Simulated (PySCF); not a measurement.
# KZn: bond curves at several levels of theory

One table from this session's results is given with a row withheld; the runs are named, their logs left out.

Method: K pcseg-1, Zn pcseg-1, no relativity; program: PySCF 2.14.0.

2 further runs of the same task are left out: 2 that didn't finish.

Set-up of the first run:

A driver script around PySCF takes these settings:

```
atoms                         : K, Zn
charge                        : 0
basis                         : K pcseg-1, Zn pcseg-1
Hamiltonian                   : no relativity
basis functions               : 55
electrons treated             : 49
masses in u                   : 38.9637, 63.9291
levels                        : PBE0, PBE, r²SCAN, revPBE, HF, MP2, SCS-MP2
grid                          : 80 radial by 434 angular points
occupations                   : held fixed by the projection of orbital angular momentum
dissociation limit            : K + Zn, each in its ground configuration
starting distance in angstrom : 3.135
values of 2S to try           : 1, 3
```

Run with:

```console
$ OMP_NUM_THREADS=1 python dia.py task.json out
```

Among the steps run: Input; First curve: PBE0; Higher solutions at PBE0; PBE (GGA); r²SCAN; revPBE; UHF.

One table of the session follows, with a row left open; its other results are not shown here.

```
      level  Re (Å)  ωe (cm⁻¹)  De (eV)
    UHF-MP2   4.123       27.7    0.020
UHF-SCS-MP2   4.416       14.5    0.008
        PBE   3.771       56.3    0.094
     revPBE   3.931       45.5    0.052
     r²SCAN       ?          ?        ?
       PBE0   3.879       47.3    0.062
```

**Question.** Estimate the row for r²SCAN.

**Answer.** Re (Å): 3.740; ωe (cm⁻¹): 58.8; De (eV): 0.093. In the column «Re (Å)» it is the lowest.

De is counted to K + Zn in their ground configurations. No constants: UHF (no minimum is bracketed among the points kept).

To keep in mind: The bond is weak, and basis-set superposition, which was not computed, may be a sizeable part of it.
